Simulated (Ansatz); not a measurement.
# Rh: the cost of one run

Method: DFT PBEsol, scalar-relativistic, plane waves, PAW, in Ansatz 0.2.0.

The COD entry's cell or inner coordinates are ideal or old and differ from later refinements, so a difference from it is no clean test against experiment.

1 further run of the same task is left out (it didn't finish).

## Step 1: Starting point

The structure is cubic, space group Fm-3m (No. 225). The conventional cell has a = 3.796 Å, b = 3.796 Å, c = 3.796 Å, α = 90.00°, β = 90.00°, γ = 90.00°. Rh (site symmetry m-3m) has 12 Rh at 2.68 Å as nearest neighbours.

Structure file:

```cif
data_structure
_symmetry_space_group_name_H-M 'P 1'
_symmetry_Int_Tables_number 1
_cell_length_a 2.6840
_cell_length_b 2.6840
_cell_length_c 2.6840
_cell_angle_alpha 60.000
_cell_angle_beta 60.000
_cell_angle_gamma 60.000
_cell_volume 13.67
loop_
_atom_site_label
_atom_site_type_symbol
_atom_site_fract_x
_atom_site_fract_y
_atom_site_fract_z
_atom_site_occupancy
Rh1 Rh 0.00000 0.00000 0.00000 1
```

The structure comes from the Crystallography Open Database.

## Step 2: Ground state at the listed geometry

File input.yaml:

```yaml
crystal:
  lattice:
    - [0.0, 1.89785, 1.89785]
    - [1.89785, 0.0, 1.89785]
    - [1.89785, 1.89785, 0.0]
  atoms:
    - { symbol: Rh, position: [0.0, 0.0, 0.0] }
basis:
  ecutwfc: 420
  fft_grid_basis: typed
kpoints:
  mp_grid: { grid: [16, 16, 16] }
hamiltonian:
  xc: pbesol
scf:
  occupations: { method: gaussian, width: 0.05 }
output:
  forces: true
  stress: true
  eigenvalues: true
  bader: true
  write_density: true
  volumetric_format: npy
  elf: true
```

On the command line:

```
$ ansatz run input.yaml --threads 2 --pin off --max-ram 4096MiB --backend cpu --events-out ev --progress --plain --runs-dir out
```

Q: Estimate wall time and peak memory on 2 threads of Arm Neoverse N1, shared host.

About 4.2 s, with a peak of 0.29 GiB.
